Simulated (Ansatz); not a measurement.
# TiS (singlet): from Hartree-Fock to the top rungs, def2-SVP

An exercise on one series of results from a longer session: the logs are not shown, and one member is left open.

Computed with Ansatz 0.2.0, Gaussian basis. Level: def2-SVP, core rule «outside noble gas», up to 14 orbitals frozen.

The runs, in order: UHF; CCSD(T) on RHF; CCSD(T) on UHF; CISD; CCSDT(Q) on RHF; CCSDT(Q) on UHF.

18 further runs of the same task are left out: 7 for a known fault of the program, 3 that didn't finish, 8 set aside as unsound or not needed.

## The geometry

The geometry is a PBE0/def2-TZVP stationary point (not a proven minimum).

2 atoms, charge 0, spin multiplicity 1.

Atoms are counted from 1 here; the program's logs count them from 0.

Bond lengths: Ti1–S2 2.005 Å.

The first run:

in.yaml

```yaml
crystal:
  periodic: [false, false, false]
  atoms:
    - {symbol: Ti, position_ang: [0.000000, 0.000000, 0.000000]}
    - {symbol: S, position_ang: [0.000000, 0.000000, 2.005145]}
basis:
  gaussian: {orbitals: def2-SVP}
magnetization: {spin_polarized: true, initial_magnetization: 0}
hamiltonian: {xc: hf}
output: {orbitals: {seedname: orbitals}}
```

The run is started by

```console
$ ansatz run in.yaml --threads 1 --pin off --events-out ev --progress --plain --max-ram 2393MiB
```

Steps of the session up to this table: UHF; CCSD(T) on RHF; CCSD(T) on UHF; CISD; CCSDT(Q) on RHF; CCSDT(Q) on UHF.

One of the session's tables, all rows but one given; the rest of the session is left out.

| method | from RCCSDT(Q) (kcal/mol) |
| --- | --- |
| RHF | +177.37 |
| UHF | +147.57 |
| RMP2 | ? |
| UMP2 | +19.38 |
| RCCSD | +21.00 |
| UCCSD | +10.75 |
| RCCSD(T) | +5.30 |
| UCCSD(T) | -5.00 |
| RCCSDT | +3.16 |
| UCCSDT | -6.70 |
| RCCSDT(Q) | 0 |
| UCCSDT(Q) | -9.92 |

**Question.** Estimate the row for RMP2.

The run gave: from RCCSDT(Q) (kcal/mol): +40.29. In the column «from RCCSDT(Q) (kcal/mol)» it lies between RCCSD (+21.00) and UHF (+147.57).

Not comparable, so not listed: CISD (they don't share determinant, frozen orbitals or solution with the rows shown, or repeat one).

The program flags UCCSD(T), UCCSDT(Q) as in doubt (see the logs), so those rows may rest on another solution; read them beside their warnings.

To keep in mind: The determinant is far from a pure spin state, so its energy mixes those of several spin states (harmless only where they are near-degenerate, as at dissociation). The program flags UCCSD(T), UCCSDT(Q) as in doubt, so those rows may rest on another solution; read them beside their warnings. Warnings: restricted reference is unstable; spin contamination; large T1 diagnostic. Restricted and unrestricted rows rest on different reference determinants; where their highest levels disagree by more than a few hundredths of an eV, they describe different states and don't form one ladder.
